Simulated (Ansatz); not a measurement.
C2H4OSe, SMILES O=CC[SeH], a rigid scan of one bond length

With Ansatz 0.2.0 through its Python package.

Run as a notebook:

```python
import ansatz as az
import numpy as np
```

```python
GEOMETRY = """
O    -2.15620   -0.56910    0.34270
C    -1.21350    0.20150    0.26240
C     0.14890   -0.31780   -0.07130
Se    1.44050    1.13890   -0.12780
H    -1.37680    1.26040    0.43530
H     0.46570   -1.05200    0.69900
H     0.12370   -0.81720   -1.06260
H     2.56780    0.15520   -0.47780
"""
```

```python
c2h4ose = az.Crystal.molecule()
for line in GEOMETRY.strip().splitlines():
    symbol, *xyz = line.split()
    c2h4ose = c2h4ose.atom(symbol, [float(v) for v in xyz])
```

```python
symbols = [site.symbol for site in c2h4ose.cartesian_sites]
start = np.array([site.position_ang for site in c2h4ose.cartesian_sites])
axis = (start[6] - start[2]) / np.linalg.norm(start[6] - start[2])
moving = [6]
lengths, energies = [0.977, 1.021, 1.066, 1.11, 1.155, 1.199, 1.244, 1.31], []
for length in lengths:
    xyz = start.copy()
    xyz[moving] += (length - np.linalg.norm(start[6] - start[2])) * axis
    point = az.Crystal.molecule()
    for symbol, place in zip(symbols, xyz):
        point = point.atom(symbol, place.tolist())
    calc = (
        point.calculation()
        .basis(gaussian="def2-SVP")  # atom-centred Gaussian functions
        .functional("B3LYP", dispersion="d3bj")
    )
    report = calc.run(threads=1, pin="off").report
    energies.append(report["free_energy_ev"])
    print(f"r = {length:6.3f} A  E = {energies[-1]:.5f} eV  <S^2> = {abs(report['mean_field']['state']['spin_squared']):.3f}")
```

    r =  0.977 A  E = -69524.87657 eV  <S^2> = 0.000
    r =  1.021 A  E = -69525.07615 eV  <S^2> = 0.000
    r =  1.066 A  E = -69525.17598 eV  <S^2> = 0.000
    r =  1.110 A  E = -69525.19430 eV  <S^2> = 0.000
    r =  1.155 A  E = -69525.15056 eV  <S^2> = 0.000
    r =  1.199 A  E = -69525.06113 eV  <S^2> = 0.000
    r =  1.244 A  E = -69524.93385 eV  <S^2> = 0.000
    r =  1.310 A  E = -69524.70165 eV  <S^2> = 0.000

```python
# quartic fit about the minimum
fit = np.polynomial.Polynomial.fit(lengths, np.array(energies) - min(energies), 4).convert()
roots = [r.real for r in fit.deriv().roots() if abs(r.imag) < 1e-9 and fit.deriv(2)(r.real) > 0]
r_e = min(roots, key=lambda r: abs(r - lengths[int(np.argmin(energies))]))
print(f"minimum of the fit at {r_e:.4f} A, force constant {fit.deriv(2)(r_e):.2f} eV/A^2")
```

    minimum of the fit at 1.0996 A, force constant 33.34 eV/A^2

Reading the output:
- Total energies depend on the basis set; only differences at equal settings carry meaning.
- The rest of the molecule is held rigid at a force-field or estimated start geometry, and the basis set is modest; single-reference methods fail as a bond breaks.
- b3lyp holds the VWN-RPA fit, as in Gaussian; the form of ORCA and Turbomole is b3lyp5.
- The orbitals are restricted, so S² is zero by construction.
- It ran for 29 s on 1 thread of Intel(R) Xeon(R) Platinum 8259CL CPU @ 2.50GHz (Skylake/Cascade Lake), on a shared host, peak memory 0.27 GiB.
